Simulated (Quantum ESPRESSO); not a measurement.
# Sr2O (P6_3/mmc) in Quantum ESPRESSO: reference runs

Aim: a first look at Sr2O with PBE, on the cell as given.

Program: Quantum ESPRESSO 7.5. These are calculated values, not measurements. Logs are shortened: lines on timing, memory, paths and dates and some standing lists are left out, and cuts for length are marked.

## 1. The crystal as given

Symmetry: P6_3/mmc, No. 194, hexagonal system. The conventional cell has a = 4.276 Å, b = 4.276 Å, c = 5.804 Å, α = 90.00°, β = 90.00°, γ = 120.00°. Sr (site symmetry -6m2) has 3 O at 2.47 Å as nearest neighbours. Sr (site symmetry -3m) is surrounded by 2 O at 1.45 Å. Around O (site symmetry -6m2) lie 2 Sr at 1.45 Å.

The cell was built by a generator and needn't be a form met in nature.

## 2. Single point, PBE

pw.in

```
&CONTROL
  calculation = 'scf'
  prefix = 'pwscf'
  outdir = './tmp'
  pseudo_dir = './pseudo'
  tprnfor = .true.
  tstress = .true.
  disk_io = 'nowf'
/
&SYSTEM
  ibrav = 0
  nat = 6
  ntyp = 2
  ecutwfc = 55
  ecutrho = 440
  nbnd = 36
  occupations = 'smearing'
  smearing = 'fd'
  degauss = 0.00367493
/
&ELECTRONS
  conv_thr = 1.2d-09
  electron_maxstep = 120
  mixing_beta = 0.5
/
ATOMIC_SPECIES
Sr    87.6200 Sr_pbe_v1.uspp.F.UPF
O     15.9990 O.pbe-n-kjpaw_psl.0.1.UPF
CELL_PARAMETERS angstrom
   4.2757420800    0.0000000000    0.0000000000
  -2.1378710400    3.7029012600    0.0000000000
   0.0000000000    0.0000000000    5.8038191900
ATOMIC_POSITIONS crystal
Sr     0.6666666700    0.3333333300    0.2500000000
Sr     0.3333333300    0.6666666700    0.7500000000
Sr     0.0000000000    0.0000000000    0.0000000000
Sr     0.0000000000    0.0000000000    0.5000000000
O      0.0000000000    0.0000000000    0.2500000000
O      0.0000000000    0.0000000000    0.7500000000
K_POINTS automatic
7 7 5 0 0 0
```

Potentials or basis: SSSP 1.3 efficiency PBE.

Started as:

```sh
$ OMP_NUM_THREADS=1 pw.x -in pw.in > pw.out
```

pw.out:

```text
This program is part of the open-source Quantum ESPRESSO suite
     for quantum simulation of materials; please cite
         "P. Giannozzi et al., J. Phys.:Condens. Matter 21 395502 (2009);
         "P. Giannozzi et al., J. Phys.:Condens. Matter 29 465901 (2017);
         "P. Giannozzi et al., J. Chem. Phys. 152 154105 (2020);
     in publications or presentations arising from this work. More details at

     file O.pbe-n-kjpaw_psl.0.1.UPF: wavefunction(s)  2P renormalized
     Message from routine setup:
     using ibrav=0 with symmetry is DISCOURAGED, use correct ibrav instead

     G-vector sticks info
     --------------------
     sticks:   dense  smooth     PW     G-vecs:    dense   smooth      PW
     Sum        1969     979    283                96541    34029    5265

     Using Slab Decomposition

     bravais-lattice index     =            0
     lattice parameter (alat)  =       8.0800  a.u.
     unit-cell volume          =     620.1034 (a.u.)^3
     number of atoms/cell      =            6
     number of atomic types    =            2
     number of electrons       =        52.00
     number of Kohn-Sham states=           36
     kinetic-energy cutoff     =      55.0000  Ry
     charge density cutoff     =     440.0000  Ry
     scf convergence threshold =      1.2E-09
     mixing beta               =       0.5000
     number of iterations used =            8  plain     mixing
     Exchange-correlation= SLA  PW   PBX  PBC
                           (   1   4   3   4   0   0   0)

     celldm(1)=   8.079982  celldm(2)=   0.000000  celldm(3)=   0.000000
     celldm(4)=   0.000000  celldm(5)=   0.000000  celldm(6)=   0.000000

     crystal axes: (cart. coord. in units of alat)
               a(1) = (   1.000000   0.000000   0.000000 )
               a(2) = (  -0.500000   0.866025   0.000000 )
               a(3) = (   0.000000   0.000000   1.357383 )

     reciprocal axes: (cart. coord. in units 2 pi/alat)
               b(1) = (  1.000000  0.577350 -0.000000 )
               b(2) = (  0.000000  1.154701  0.000000 )
               b(3) = (  0.000000 -0.000000  0.736712 )

     PseudoPot. # 1 for Sr read from file:
     Sr_pbe_v1.uspp.F.UPF
     Pseudo is Ultrasoft + core correction, Zval = 10.0
     Generated by new atomic code, or converted to UPF format
     Using radial grid of  883 points,  6 beta functions with:
                l(1) =   0
                l(2) =   0
                l(3) =   1
                l(4) =   1
                l(5) =   2
                l(6) =   2
     Q(r) pseudized with  6 coefficients,  rinner =    1.400   1.400   1.400
                                                       1.400   1.400

     PseudoPot. # 2 for O  read from file:
     O.pbe-n-kjpaw_psl.0.1.UPF
     Pseudo is Projector augmented-wave + core cor, Zval =  6.0
     Generated using "atomic" code by A. Dal Corso  v.5.0.99 svn rev. 10869
     Shape of augmentation charge: BESSEL
     Using radial grid of 1095 points,  4 beta functions with:
                l(1) =   0
                l(2) =   0
                l(3) =   1
                l(4) =   1
     Q(r) pseudized with 0 coefficients

     atomic species   valence    mass     pseudopotential
     Sr               10.00    87.62000     Sr( 1.00)
     O                 6.00    15.99900     O ( 1.00)

     24 Sym. Ops., with inversion, found (12 have fractional translation)

   Cartesian axes

     site n.     atom                  positions (alat units)
         1        Sr     tau(   1) = (   0.5000000   0.2886751   0.3393457  )
         2        Sr     tau(   2) = (  -0.0000000   0.5773503   1.0180372  )
         3        Sr     tau(   3) = (   0.0000000   0.0000000   0.0000000  )
         4        Sr     tau(   4) = (   0.0000000   0.0000000   0.6786915  )
         5        O      tau(   5) = (   0.0000000   0.0000000   0.3393457  )
         6        O      tau(   6) = (   0.0000000   0.0000000   1.0180372  )

     number of k points=    24  Fermi-Dirac smearing, width (Ry)=  0.0037
                       cart. coord. in units 2pi/alat
        k(    1) = (   0.0000000   0.0000000   0.0000000), wk =   0.0081633
        k(    2) = (   0.0000000   0.0000000   0.1473424), wk =   0.0163265
        k(    3) = (   0.0000000   0.0000000   0.2946847), wk =   0.0163265
        k(    4) = (   0.0000000   0.1649572   0.0000000), wk =   0.0489796
        k(    5) = (   0.0000000   0.1649572   0.1473424), wk =   0.0979592
        k(    6) = (   0.0000000   0.1649572   0.2946847), wk =   0.0979592
[... 16 lines left out ...]
        k(   23) = (   0.2857143   0.4948717   0.1473424), wk =   0.0979592
        k(   24) = (   0.2857143   0.4948717   0.2946847), wk =   0.0979592

     Dense  grid:    96541 G-vectors     FFT dimensions: (  54,  54,  80)

     Smooth grid:    34029 G-vectors     FFT dimensions: (  40,  40,  54)

     Check: negative core charge=   -0.000001

     Initial potential from superposition of free atoms

     starting charge      51.8654, renormalised to      52.0000

     negative rho (up, down):  2.414E-01 0.000E+00
     Starting wfcs are   60 randomized atomic wfcs

     Self-consistent Calculation

     iteration #  1     ecut=    55.00 Ry     beta= 0.50
     Davidson diagonalization with overlap
     ethr =  1.00E-02,  avg # of iterations =  2.7

     negative rho (up, down):  2.420E-01 0.000E+00

     total energy              =    -360.17744375 Ry
     estimated scf accuracy    <       1.52964162 Ry

     iteration #  2     ecut=    55.00 Ry     beta= 0.50
     Davidson diagonalization with overlap
     ethr =  2.94E-03,  avg # of iterations =  3.8

     negative rho (up, down):  2.414E-01 0.000E+00

     total energy              =    -360.67743944 Ry
     estimated scf accuracy    <       0.37046665 Ry

     iteration #  3     ecut=    55.00 Ry     beta= 0.50
     Davidson diagonalization with overlap
     ethr =  7.12E-04,  avg # of iterations =  2.3

     negative rho (up, down):  2.422E-01 0.000E+00

     total energy              =    -360.74654526 Ry
     estimated scf accuracy    <       0.00718556 Ry

     iteration #  4     ecut=    55.00 Ry     beta= 0.50
     Davidson diagonalization with overlap
     c_bands:  1 eigenvalues not converged
     ethr =  1.38E-05,  avg # of iterations = 10.0

     negative rho (up, down):  2.426E-01 0.000E+00

     total energy              =    -360.74842564 Ry
     estimated scf accuracy    <       0.00138415 Ry

     iteration #  5     ecut=    55.00 Ry     beta= 0.50
     Davidson diagonalization with overlap
     ethr =  2.66E-06,  avg # of iterations =  4.9

     negative rho (up, down):  2.427E-01 0.000E+00

     total energy              =    -360.74856829 Ry
     estimated scf accuracy    <       0.00003274 Ry

     iteration #  6     ecut=    55.00 Ry     beta= 0.50
     Davidson diagonalization with overlap
     ethr =  6.30E-08,  avg # of iterations =  3.8

     negative rho (up, down):  2.426E-01 0.000E+00

     total energy              =    -360.74857581 Ry
     estimated scf accuracy    <       0.00000348 Ry

     iteration #  7     ecut=    55.00 Ry     beta= 0.50
     Davidson diagonalization with overlap
     ethr =  6.70E-09,  avg # of iterations =  2.9

     negative rho (up, down):  2.426E-01 0.000E+00
[... 8 lines left out ...]
     negative rho (up, down):  2.426E-01 0.000E+00

     total energy              =    -360.74857701 Ry
     estimated scf accuracy    <       0.00000002 Ry

     iteration #  9     ecut=    55.00 Ry     beta= 0.50
     Davidson diagonalization with overlap
     ethr =  3.95E-11,  avg # of iterations =  4.0

     negative rho (up, down):  2.426E-01 0.000E+00

     total energy              =    -360.74857702 Ry
     estimated scf accuracy    <          3.2E-09 Ry

     iteration # 10     ecut=    55.00 Ry     beta= 0.50
     Davidson diagonalization with overlap
     ethr =  6.15E-12,  avg # of iterations =  2.0

     negative rho (up, down):  2.426E-01 0.000E+00

     End of self-consistent calculation

          k = 0.0000 0.0000 0.0000 (  4261 PWs)   bands (ev):

   -24.6029 -22.7895 -20.0205 -19.7581 -17.5675 -11.6053  -5.6109  -5.0627
    -5.0627  -2.5904  -2.5904  -2.5621  -2.5621  -2.2981  -1.6914  -1.3976
    -1.3976   3.1736   3.1736   5.5907   8.3433   8.3433  11.6985  12.0495
    15.1263  15.1708  15.1708  17.3440  17.3440  18.1798  19.8890  19.8890
    19.9147  19.9147  20.3238  21.5048

          k = 0.0000 0.0000 0.1473 (  4310 PWs)   bands (ev):

   -24.4853 -23.0681 -19.9276 -19.7595 -17.1290 -12.5371  -4.9321  -4.9321
    -4.4182  -3.2550  -3.2550  -2.2460  -2.0721  -2.0721  -1.7521  -1.4377
    -1.4377   3.6189   3.6189   3.9846   7.7162   7.7162  12.3260  13.1033
    15.2258  15.3674  15.3674  17.0539  17.0539  17.8195  19.5162  19.7090
    19.7090  21.0609  21.0919  21.0920

          k = 0.0000 0.0000 0.2947 (  4304 PWs)   bands (ev):

   -24.1443 -23.6274 -19.8166 -19.7711 -15.9342 -14.2784  -4.5521  -4.5521
    -3.9635  -3.9635  -2.1066  -2.0298  -1.7704  -1.7544  -1.7544  -1.5553
    -1.5553   1.0775   4.7819   4.7819   6.3016   6.3016  13.0678  13.8880
    15.8348  15.8348  16.4443  16.4443  16.4937  18.0510  18.1150  19.9994
    20.0562  20.0562  20.5985  20.5985

          k = 0.0000 0.1650 0.0000 (  4273 PWs)   bands (ev):

   -24.5908 -22.7873 -19.9928 -19.7802 -17.6139 -11.6034  -5.6260  -5.1264
    -4.9965  -3.0229  -2.5783  -2.5733  -2.4888  -1.8275  -1.6897  -1.5200
    -1.3549   3.1464   3.2660   5.5767   8.3174   8.3494  11.7086  12.4846
    15.2615  15.4476  15.4645  17.0297  17.3632  17.8184  19.0322  19.6148
    19.6376  19.8745  20.6420  21.6091
[... 139 lines left out ...]
   -24.5320 -22.7769 -19.8693 -19.8622 -17.8490 -11.5938  -5.6496  -5.2149
    -5.0128  -3.5074  -3.1955  -2.2519  -2.0174  -1.8646  -1.5328  -1.3340
    -1.0504   3.2909   3.4907   5.5000   8.2673   8.3205  11.7420  13.9478
    14.0881  16.4794  17.3107  17.5081  17.5677  19.1889  19.5018  19.8239
    20.0993  20.1332  20.3085  20.9245

          k = 0.2857 0.4949 0.1473 (  4264 PWs)   bands (ev):

   -24.4155 -23.0365 -19.8677 -19.8600 -17.3328 -12.5422  -5.1340  -4.9598
    -4.4520  -3.5933  -3.3923  -2.1684  -2.0555  -1.9809  -1.6742  -1.1798
    -0.9773   3.7212   3.8799   3.9418   7.6785   7.7255  13.0898  14.1346
    14.2729  16.7689  16.8212  17.6645  17.7087  18.8119  18.8186  19.8600
    20.0175  20.2265  20.4181  21.1907

          k = 0.2857 0.4949 0.2947 (  4263 PWs)   bands (ev):

   -24.0791 -23.5731 -19.8638 -19.8601 -16.0335 -14.3177  -4.9496  -4.8697
    -3.7593  -3.7166  -2.2324  -2.1216  -2.0619  -1.8764  -1.7375  -0.9972
    -0.9310   1.0722   4.8175   4.9054   6.3608   6.4101  14.5825  14.7174
    15.0020  15.8694  16.8131  17.1233  18.1948  18.5048  18.9300  19.8791
    19.9869  20.6394  20.7902  21.1758

     the Fermi energy is    16.1545 ev

!    total energy              =    -360.74857702 Ry
     estimated scf accuracy    <          1.9E-10 Ry
     smearing contrib. (-TS)   =      -0.00116676 Ry
     internal energy E=F+TS    =    -360.74741026 Ry

     The total energy is F=E-TS. E is the sum of the following terms:
     one-electron contribution =     -87.13190265 Ry
     hartree contribution      =      74.70236931 Ry
     xc contribution           =     -91.19559536 Ry
     ewald contribution        =    -238.04756384 Ry
     one-center paw contrib.   =     -19.07471773 Ry

     convergence has been achieved in  10 iterations

     negative rho (up, down):  2.426E-01 0.000E+00

     Forces acting on atoms (cartesian axes, Ry/au):

     atom    1 type  1   force =    -0.00000000   -0.00000000   -0.00000000
     atom    2 type  1   force =    -0.00000000    0.00000000    0.00000000
     atom    3 type  1   force =    -0.00000000    0.00000000   -0.00000000
     atom    4 type  1   force =     0.00000000   -0.00000000    0.00000000
     atom    5 type  2   force =     0.00000000    0.00000000   -0.00000000
     atom    6 type  2   force =     0.00000000    0.00000000    0.00000000

     Total force =     0.000000     Total SCF correction =     0.000000

     Computing stress (Cartesian axis) and pressure

     negative rho (up, down):  2.426E-01 0.000E+00
          total   stress  (Ry/bohr**3)                   (kbar)     P=     1601.43
   0.00278849   0.00000000   0.00000000          410.20        0.00        0.00
   0.00000000   0.00278849  -0.00000000            0.00      410.20       -0.00
   0.00000000   0.00000000   0.02708185            0.00        0.00     3983.88

=------------------------------------------------------------------------------=
   JOB DONE.
=------------------------------------------------------------------------------=
```

Wall time 58 s (1 thread of Intel Xeon Platinum 8375C at 2.90GHz (Ice Lake), shared host); peak memory 0.43 GiB.

Results:

| Property | Result |
| --- | --- |
| Free energy | -4908.2344 eV |
| Pressure | 160.1 GPa |
| Band gap on the k mesh | none (metal or under the smearing width) |

Levels at points of the mesh, in eV from the Fermi level:
| k point | band 23 | band 24 | band 25 | band 26 | band 27 | band 28 | band 29 | band 30 |
| --- | --- | --- | --- | --- | --- | --- | --- | --- |
| (0.00, 0.00, 0.00) | -4.46 | -4.11 | -1.03 | -0.98 | -0.98 | 1.19 | 1.19 | 2.03 |

Caveat: a pressure of tens of GPa on the cell as given is suspect, and the run, the potentials or the cell itself is likely at fault.
